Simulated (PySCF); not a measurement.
# C6H8BN: the cost of one run

The runs use PySCF 2.14.0, with density-fitted response routines of our own; the level of theory stands in each step. All values are computed, except where a source is named. Atoms count from 0, in the outputs and in this text.

### Step 1. The molecule as given

16 atoms, charge 0, multiplicity 1; geometry from: GFN2-xTB.

Bonds of the start (Å): C0–C1 1.20, C1–C2 1.43, C2–C3 1.50, C3–N4 1.42, N4–B5 1.37, B5–C6 1.56, C6–C7 1.33, N4–C2 1.43, C0–H8 1.05, C2–H9 1.09, C3–H10 1.08, C3–H11 1.09, B5–H12 1.17, C6–H13 1.09, C7–H14 1.08, C7–H15 1.08.

### Step 2. TDDFT and polarisability: PBE0/def2-SVPD

The job: settings as JSON, then the geometry in Å.

```
{"job": {"kind": "uv", "xc": "PBE0", "basis": "def2-SVPD", "nstates": 8, "ntriplets": 3}, "charge": 0, "multiplicity": 1}
C     -1.868256     2.414612     1.012778
C     -1.711153     1.402274     0.392243
C     -1.506543     0.183439    -0.333872
C     -1.909407    -1.127123     0.267739
N     -0.547420    -0.758320     0.147833
B      0.775540    -1.035471     0.360280
C      1.838119     0.027386    -0.057969
C      3.152006    -0.136919     0.049904
H     -2.009707     3.308331     1.543166
H     -1.582209     0.297136    -1.414806
H     -2.339656    -1.131923     1.263679
H     -2.282463    -1.908790    -0.385945
H      1.058406    -2.066615     0.842931
H      1.485593     0.973126    -0.460905
H      3.572435    -1.050309     0.441488
H      3.867117     0.618110    -0.243762
```

Method: TDDFT PBE0/def2-SVPD, vertical, gas phase, core orbitals frozen in the response.

Command:

```
OMP_NUM_THREADS=1 python probes_run.py task.json out
```

The driver reads the jobs from task.json and runs them one after another.

**Question.** How long does this job take on 1 thread of Arm Neoverse N1, shared host, and how much memory does it need?

About 72 s, with a peak of 0.89 GiB.
